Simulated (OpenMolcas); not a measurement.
# H2 (SMILES [H][H]): B97-2/cc-pVQZ

Aim: the vertical electron affinity of H2 at B97-2/cc-pVQZ, from 2 runs. 

The calculation is run with OpenMolcas 26.06.

**1. The molecule**

H2 has 2 atoms, charge 0, and is taken as a singlet. SMILES: `[H][H]`. Geometry: relaxed at PBE0-D4/def2-TZVP.

Bond lengths: H1–H2 0.746 Å.

**2. The energy at B97-2/cc-pVQZ**

Input file job.input:

```
&GATEWAY
BasLib = $CurrDir
Coord
2
angstrom
H        0.319300      -0.099200       0.165500
H       -0.319300       0.099200      -0.165500
Basis = cc-pVQZ
Group = NoSym
&SEWARD
&SCF
KSDFT = HYB_GGA_XC_B97_2
PrOrbitals = 0
```

The basis set cc-pVQZ is read from a file made from the Basis Set Exchange's data (not shown).

On the command line:

```bash
$ export MOLCAS_MEM=1860
$ pymolcas job.input > job.log
```

Log:

```text
--- Start Module: gateway ---
[...]
--- Stop Module: gateway /rc=_RC_ALL_IS_WELL_ ---
--- Start Module: seward ---
[...]
      Basis functions           60
--- Stop Module: seward /rc=_RC_ALL_IS_WELL_ ---
--- Start Module: scf ---
[...]
       Convergence after   6 Iterations
[...]
::    Total KS-DFT energy                              -1.1768218825
[...]
      Total spin, S                                     0.0000000000
[...]
      Total electronic charge=    2.000000
      Total            charge=   -0.000000
[...]
      Dipole Moment (debye):
      Origin of the operator (angstrom)=   -0.0000    0.0000   -0.0000
                   X=  1.9807E-14               Y= -3.9029E-15               Z=  5.6733E-15           Total=  2.0970E-14
      Quadrupole Moment (debye*angstrom):
[...]
--- Stop Module: scf /rc=_RC_ALL_IS_WELL_ ---
[...]
```

Run time: 2.7 s. Hardware: 1 thread of Arm Neoverse V1, shared host; peak memory 0.39 GiB.

**3. The doublet anion at the same level**

Input file job.inp:

```
>>> EXPORT MOLCAS_PRINT=2

&GATEWAY
  BasLib
  $CurrDir
  Coord
  2
  angstrom
  H        0.319300      -0.099200       0.165500
  H       -0.319300       0.099200      -0.165500
  Basis
  cc-pVQZ
  Group
  NoSym

&SEWARD

&SCF
  UHF
  Charge
  -1
  Spin
  2
  KSDFT
  HYB_GGA_XC_B97_2
  PrOrbitals
  0
```

The basis set cc-pVQZ is read from a file made from the Basis Set Exchange's data (not shown).

On the command line:

```bash
$ export MOLCAS_MEM=1860
$ pymolcas job.inp > job.log
```

Log:

```text
--- Start Module: gateway ---
[...]
--- Stop Module: gateway /rc=_RC_ALL_IS_WELL_ ---
--- Start Module: seward ---
[...]
      Basis functions           60
--- Stop Module: seward /rc=_RC_ALL_IS_WELL_ ---
--- Start Module: scf ---
[...]
       Convergence after  12 Iterations
[...]
::    Total KS-DFT energy                              -1.0471337629
[...]
      Total spin, S                                     0.5001863140
[...]
      Total electronic charge=    3.000000
      Total            charge=   -1.000000
[...]
      Dipole Moment (debye):
      Origin of the operator (angstrom)=   -0.0000    0.0000   -0.0000
                   X=  5.0806E-13               Y= -1.5979E-13               Z=  2.1557E-13           Total=  5.7457E-13
      Center of Charge (angstrom)
[...]
--- Stop Module: scf /rc=_RC_ALL_IS_WELL_ ---
[...]
```

Wall time 4.5 s (1 thread of Arm Neoverse V1, shared host); peak memory 0.39 GiB.

**4. Results**

At B97-2/cc-pVQZ:

| quantity | value |
| --- | --- |
| singlet H2: total energy | -1.17682 Eh |
| singlet H2: dipole moment | 0.00 D |
| singlet H2: HOMO energy | -11.74 eV |
| singlet H2: LUMO energy | 1.69 eV |
| singlet H2: HOMO–LUMO gap | 13.44 eV |
| doublet anion: total energy | -1.04713 Eh |
| doublet anion: HOMO energy (highest over α and β) | 5.52 eV |
| doublet anion: LUMO energy (lowest over α and β) | 7.91 eV |
| doublet anion: ⟨S²⟩ | 0.750 |
| vertical electron affinity (to the doublet anion) | -3.529 eV |

In words: The anion lies 3.53 eV (81 kcal/mol) above the neutral: the electron isn't bound at this level, and such a value depends on the basis. Without diffuse functions anions come out too high. The HOMO (doublet anion) lies at positive energy, 5.52 eV; only total energies tell whether the electron is bound.
